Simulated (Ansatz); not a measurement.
# C2H3NSi (SMILES C=[Si]=C=N): single points off equilibrium

A test off equilibrium: a structure displaced at random from a GFN2-xTB minimum is computed at several levels, and each is set against CCSD(T).

The runs use Ansatz 0.2.0, Gaussian basis; single points in def2-TZVPP.

Cores are frozen in the correlated methods.

## (1) Starting geometry

SMILES `C=[Si]=C=N`, 7 atoms, charge 0, spin multiplicity 1.

Atoms are counted from 1 here; the program's logs count them from 0.

Bond lengths: C1–Si2 1.541 Å, C1–H5 1.228 Å, C1–H6 1.170 Å, Si2–C3 1.977 Å, C3–N4 1.164 Å, N4–H7 1.063 Å. Angles: Si2–C1–H5 126.3°, Si2–C1–H6 128.2°, H5–C1–H6 102.8°, C1–Si2–C3 141.3°, Si2–C3–N4 132.2°, C3–N4–H7 140.6°.

As a file:

```xyz
7
charge 0, multiplicity 1
C    -0.9820    1.4906   -0.1625
Si   -0.0628    0.3618    0.3429
C     0.5783   -1.4426   -0.1489
N     1.6314   -1.9365   -0.1070
H    -1.9797    1.3549   -0.8663
H    -1.1252    2.5612    0.2861
H     2.4636   -2.0418    0.5456
```

## (2) CCSD(T)/def2-TZVPP

run/in.yaml

```yaml
crystal:
  periodic: [false, false, false]
  atoms:
    - {symbol: C, position_ang: [-0.982000, 1.490600, -0.162500]}
    - {symbol: Si, position_ang: [-0.062800, 0.361800, 0.342900]}
    - {symbol: C, position_ang: [0.578300, -1.442600, -0.148900]}
    - {symbol: N, position_ang: [1.631400, -1.936500, -0.107000]}
    - {symbol: H, position_ang: [-1.979700, 1.354900, -0.866300]}
    - {symbol: H, position_ang: [-1.125200, 2.561200, 0.286100]}
    - {symbol: H, position_ang: [2.463600, -2.041800, 0.545600]}
basis:
  gaussian: {orbitals: def2-TZVPP}
correlation: {method: ccsd_t}
output: {forces: true}
```

The command line of these runs was not kept.

## (3) PBE0-D4/def2-TZVPP

Edit run/in.yaml of step 2 so:

```diff
@@ -12,3 +12,3 @@
   gaussian: {orbitals: def2-TZVPP}
-correlation: {method: ccsd_t}
-output: {forces: true}
+hamiltonian: {xc: pbe0, dispersion: d4}
+output: {forces: true, orbitals: {seedname: orbitals}}
```

## (4) wB97M-V/def2-TZVPP

Edit run/in.yaml of step 3 so:

```diff
@@ -12,3 +12,3 @@
   gaussian: {orbitals: def2-TZVPP}
-hamiltonian: {xc: pbe0, dispersion: d4}
-output: {forces: true, orbitals: {seedname: orbitals}}
+hamiltonian: {xc: {name: wB97M-V}}
+output: {forces: true}
```

## (5) r2SCAN-D4/def2-TZVPP

Edit run/in.yaml of step 4 so:

```diff
@@ -12,3 +12,3 @@
   gaussian: {orbitals: def2-TZVPP}
-hamiltonian: {xc: {name: wB97M-V}}
+hamiltonian: {xc: r2scan, dispersion: d4}
 output: {forces: true}
```

## (6) PBE-D4/def2-TZVPP

Edit run/in.yaml of step 5 so:

```diff
@@ -12,3 +12,3 @@
   gaussian: {orbitals: def2-TZVPP}
-hamiltonian: {xc: r2scan, dispersion: d4}
+hamiltonian: {xc: pbe, dispersion: d4}
 output: {forces: true}
```

## (7) wB97X-V/def2-TZVPP

Edit run/in.yaml of step 6 so:

```diff
@@ -12,3 +12,3 @@
   gaussian: {orbitals: def2-TZVPP}
-hamiltonian: {xc: pbe, dispersion: d4}
+hamiltonian: {xc: {name: wB97X-V}}
 output: {forces: true}
```

## (8) SPW92/def2-TZVPP

Edit run/in.yaml of step 7 so:

```diff
@@ -12,3 +12,3 @@
   gaussian: {orbitals: def2-TZVPP}
-hamiltonian: {xc: {name: wB97X-V}}
+hamiltonian: {xc: lda}
 output: {forces: true}
```

(Steps that only read results are left out.)

**Question.** What will these runs give? Wanted: energy less free atoms, CCSD(T)/def2-TZVPP; RMS force component; RMS force error; HOMO and LUMO, PBE0-D4; T1 diagnostic.

The runs gave:

| quantity | value |
| --- | --- |
| energy less free atoms, CCSD(T)/def2-TZVPP | -24.100 eV |
| RMS force component | 3.556 to 3.927 eV/Å over the methods |
| RMS force error | PBE0-D4 0.385, wB97M-V 0.554, r2SCAN-D4 0.249, PBE-D4 0.227, wB97X-V 0.487, SPW92 0.442 eV/Å |
| HOMO and LUMO, PBE0-D4 | -5.65 and -1.76 eV |
| T1 diagnostic | 0.021 |

What this shows: Against CCSD(T) the functionals' energies less atoms differ by -6.071 to -0.931 eV, PBE-D4 by -2.479 eV. The reference is not at the basis limit: in triple zeta CCSD(T) underbinds, which counts against methods that bind more; the gaps are no ranking. For forces PBE-D4 does best and wB97M-V worst. Frozen-core CCSD(T) forces in triple zeta carry basis errors of their own, and this is one geometry, so small gaps rank nothing. The restricted Hartree–Fock reference is unstable towards an unrestricted one at one or more of these structures.
